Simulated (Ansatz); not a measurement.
**C₃H₈SiTe: a ladder of functionals and wavefunction methods**

The task here is to estimate one member of a computed series from the others.

The runs use Ansatz 0.2.0, Gaussian basis; functionals in def2-TZVPP, the program's frozen cores in correlated methods.

The runs, in order: LDA (SPW92), PBE-D4, revPBE-D4, BLYP-D4, r2SCAN-D4, B97M-V, PBE0-D4, B3LYP-D4, r2SCANh-D4, r2SCAN0-D4, HSE06-D4, BHLYP-D4, CAM-B3LYP-D4, LC-ωPBE, ωB97X-V, ωB97M-V, B2PLYP, PBE-QIDH; CCSD(T)/def2-SVP; CCSD(T)/def2-TZVPP; MP2/def2-QZVPP; extrapolation to the limit; RPA on PBE.

## Structure used throughout

All runs share one geometry, relaxed beforehand with PBE0-D4 in a triple-zeta def2 set. Te takes the def2 core potential; no spin-orbit term is included.

SMILES `C=C[Te][SiH2]C`, 13 atoms, charge 0, spin multiplicity 1.

Atoms are counted from 1 here; the program's logs count them from 0.

Bond lengths: C1–C2 1.324 Å, C1–H6 1.086 Å, C1–H7 1.084 Å, C2–Te3 2.105 Å, C2–H8 1.086 Å, Te3–Si4 2.496 Å, Si4–C5 1.867 Å, Si4–H9 1.489 Å, Si4–H10 1.487 Å, C5–H11 1.092 Å, C5–H12 1.094 Å, C5–H13 1.092 Å. Angles: C2–C1–H6 120.6°, C2–C1–H7 122.4°, H6–C1–H7 117.0°, C1–C2–Te3 123.6°, C1–C2–H8 121.2°, Te3–C2–H8 115.1°, C2–Te3–Si4 92.6°, Te3–Si4–C5 112.3°, Te3–Si4–H9 107.9°, Te3–Si4–H10 105.6°, C5–Si4–H9 110.2°, C5–Si4–H10 111.6°, H9–Si4–H10 109.1°, Si4–C5–H11 110.2°, Si4–C5–H12 110.6°, Si4–C5–H13 110.6°, H11–C5–H12 108.4°, H11–C5–H13 108.2° and more.

The first run:

Input file in.yaml:

```yaml
crystal:
  periodic: [false, false, false]
  atoms:
    - {symbol: C, position_ang: [0.166519, -0.773310, 2.692266]}
    - {symbol: C, position_ang: [0.060136, -1.199676, 1.442891]}
    - {symbol: Te, position_ang: [1.642550, -1.146549, 0.055248]}
    - {symbol: Si, position_ang: [0.197054, -0.171875, -1.730606]}
    - {symbol: C, position_ang: [-0.319362, 1.580538, -1.344940]}
    - {symbol: H, position_ang: [-0.661421, -0.884415, 3.386696]}
    - {symbol: H, position_ang: [1.068713, -0.307219, 3.072960]}
    - {symbol: H, position_ang: [-0.853169, -1.662842, 1.082376]}
    - {symbol: H, position_ang: [-1.003348, -1.040735, -1.873492]}
    - {symbol: H, position_ang: [1.000511, -0.243664, -2.979815]}
    - {symbol: H, position_ang: [-0.847377, 1.617244, -0.389620]}
    - {symbol: H, position_ang: [-0.984317, 1.965972, -2.122801]}
    - {symbol: H, position_ang: [0.553911, 2.231831, -1.276164]}
basis:
  gaussian: {orbitals: def2-TZVPP}
hamiltonian: {xc: lda}
output: {orbitals: {seedname: orbitals}}
```

The run is started by

```bash
ansatz run in.yaml --threads 2 --pin off --events-out ev --progress --plain --max-ram 32768MiB --backend cuda --devices 0, --max-vram 18GiB
```

Steps of the session up to this table: LDA; PBE-D4 (GGA); revPBE-D4 (GGA); BLYP-D4 (GGA); r2SCAN-D4 (meta-GGA); B97M-V (meta-GGA); PBE0-D4 (hybrid); B3LYP-D4 (hybrid); r2SCANh-D4 (hybrid); r2SCAN0-D4 (hybrid); HSE06-D4 (hybrid); BHLYP-D4 (hybrid); CAM-B3LYP-D4 (range-separated); LC-ωPBE (range-separated); ωB97X-V (range-separated); ωB97M-V (range-separated); B2PLYP (double hybrid); PBE-QIDH (double hybrid).

One of the session's tables, all rows but one given; the rest of the session is left out.

```
  functional  HOMO (eV)  gap (eV)
 LDA (SPW92)          ?         ?
      PBE-D4      -5.10      3.70
   revPBE-D4      -5.04      3.73
     BLYP-D4      -4.92      3.65
   r2SCAN-D4      -5.31      4.11
      B97M-V      -5.33      4.11
     PBE0-D4      -6.07      5.53
    B3LYP-D4      -5.86      5.11
  r2SCANh-D4      -5.67      4.79
  r2SCAN0-D4      -6.21      5.79
    HSE06-D4      -5.69      4.77
    BHLYP-D4      -6.90      7.24
CAM-B3LYP-D4      -7.25      7.72
     LC-ωPBE      -8.52     10.10
     ωB97X-V      -8.21      9.67
     ωB97M-V      -8.12      9.37
```

**Question.** Estimate the row for LDA (SPW92).

The run gave: HOMO (eV): -5.25; gap (eV): 3.63. In the column «HOMO (eV)» it lies between r2SCAN-D4 (-5.31) and PBE-D4 (-5.10).

Caveats from the session: All levels share the lack of spin-orbit coupling, which lowers the free heavy atoms and so the true binding.
